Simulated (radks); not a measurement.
**Ca³⁺ in [Ne] 3p5 4s2: an all-electron calculation**

Aim: the levels, the sizes of the orbitals and the parts of the energy of the calcium ion Ca3+.

Method: scalar-relativistic Kohn-Sham, MS2 meta-GGA, spin-polarised, spherical densities, finite nucleus; open shells are filled with parallel spins first. Code: radks (a radial shooting solver on a logarithmic mesh, Libxc functionals) version 1.

## Step 1: What is computed

| Property | Result |
| --- | --- |
| element | calcium (Z = 20) |
| charge | +3 |
| electrons | 17 |
| configuration | [Ne] 3p5 4s2 |
| nuclear rms radius | 3.4776 fm |

The outer shells:

Ca³⁺
```
[Ne] core
3p [↑↓][↑↓][↑ ]
4s [↑↓]
```

## Step 2: The run

Settings of this run:

```text
Z 20
configuration [Ne] 3p5 4s2
relativity scalar-relativistic
functional ms2,regtpss
spin polarised
nucleus finite rms 3.4776 fm
c 137.035999084
```

Run with:

```sh
> python run_ks.py task.json out
```

The same process makes all the runs of this session.

Q: Predict the outcome of this run.

**Answer**, as computed:

```
                        quantity                     value
                    total energy        -673.44182 hartree
exchange-correlation share of it                    5.08 %
                            −T/E                    1.0069
          highest occupied level       4s down, -29.672 eV
    most extended occupied level  4s down, <r> = 2.61 bohr
 radius at density 0.001 e/bohr³                 4.04 bohr
    maxima of the radial density                         3
```

The radial density shows 3 maxima for 4 occupied principal shells; where shells overlap, one shows as a shoulder or not at all. −T/E is 1.007: with relativity the kinetic term as defined here no longer equals −E. This is not the tabulated ground configuration, so its levels and sizes aren't those of the ground state, and no measured value stands beside it.
